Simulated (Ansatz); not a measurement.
What does this script print? It uses Ansatz's Python interface.

The script, `ch2brnsi.py`:
```python
'''A short Born-Oppenheimer trajectory of CH2BrNSi.'''

import ansatz as az
import numpy as np

ch2brnsi = (
    az.Crystal.molecule()
    .atom('Br', [-1.8586, -0.7165, -1.404])
    .atom('Si', [-0.1028, 0.297, -0.6407])
    .atom('C', [0.1635, 0.145, 1.0544])
    .atom('N', [0.7353, -0.8771, 0.5024])
    .atom('H', [0.9609, 0.5795, -1.6585])
    .atom('H', [0.1437, 0.5081, 2.1002])
)

calc = (
    ch2brnsi.calculation()
    .basis(gaussian='def2-SVP')
    .functional('pbe')
    .scf(lower_state_search='light')
)
symbols = [site.symbol for site in ch2brnsi.cartesian_sites]
start = np.array([site.position_ang for site in ch2brnsi.cartesian_sites], dtype=float)
rep = calc.relax(force_tolerance=0.02, max_steps=100).run().report
end = np.array(rep['positions_ang'])
minimum = az.Crystal.molecule()
for symbol, place in zip(symbols, end):
    minimum = minimum.atom(symbol, place.tolist())

# dynamics from the relaxed geometry
calc = (
    minimum.calculation()
    .basis(gaussian='def2-SVP')
    .functional('pbe')
    .scf(lower_state_search='light')
    .md('nve', timestep=0.5, steps=40, temperature=800, initial_velocities='maxwell_boltzmann', seed=73)
)
frames = []
res = calc.session().plan().execute(on_event=lambda e: frames.append(e['data']) if e['event'] == 'md_step' else None)
print('t (fs)   E_pot (eV)      E_kin (eV)   T (K)   d(0-1) (A)')
for f in frames[::2]:
    xyz = np.array(f['positions_ang'])
    print(f'{f["time_fs"]:6.2f} {f["lagrangian_ev"]:14.5f} {f["e_kin_ev"]:10.5f} {f["temperature_k"]:8.1f} {np.linalg.norm(xyz[0] - xyz[1]):9.4f}')
kept = np.array([f['conserved_ev'] for f in frames])
print(f'conserved energy moves by at most {1000 * np.ptp(kept):.3f} meV')
```

Output of `python ch2brnsi.py`:
```text
t (fs)   E_pot (eV)      E_kin (eV)   T (K)   d(0-1) (A)
  0.00   -80452.38759    0.41363    800.0    2.2193
  1.00   -80452.36691    0.39297    760.0    2.2224
  2.00   -80452.30886    0.33519    648.3    2.2255
  3.00   -80452.23163    0.25842    499.8    2.2286
  4.00   -80452.16414    0.19135    370.1    2.2314
  5.00   -80452.13252    0.15988    309.2    2.2341
  6.00   -80452.14539    0.17253    333.7    2.2366
  7.00   -80452.18961    0.21634    418.4    2.2389
  8.00   -80452.24004    0.26642    515.3    2.2409
  9.00   -80452.27407    0.30029    580.8    2.2427
 10.00   -80452.28037    0.30663    593.0    2.2442
 11.00   -80452.25948    0.28590    553.0    2.2455
 12.00   -80452.21991    0.24653    476.8    2.2466
 13.00   -80452.17349    0.20030    387.4    2.2475
 14.00   -80452.13167    0.15862    306.8    2.2483
 15.00   -80452.10304    0.13007    251.6    2.2489
 16.00   -80452.09236    0.11940    230.9    2.2495
 17.00   -80452.10062    0.12763    246.8    2.2499
 18.00   -80452.12586    0.15281    295.5    2.2503
 19.00   -80452.16373    0.19056    368.6    2.2505
 20.00   -80452.20706    0.23371    452.0    2.2507
conserved energy moves by at most 1.340 meV
```

Notes:
- The settings weren't tested for convergence.
- The trajectory is only some femtoseconds long, so its temperature is not equilibrated; where the script doesn't relax first, it starts from a rough generated geometry.
- The temperature counts the internal degrees of freedom alone.
- The whole script took 2.1 min on 1 thread of Arm Neoverse V2 (shared host), peak memory 0.22 GiB.

(Lines on the test bed's own set-up are left out of the output.)
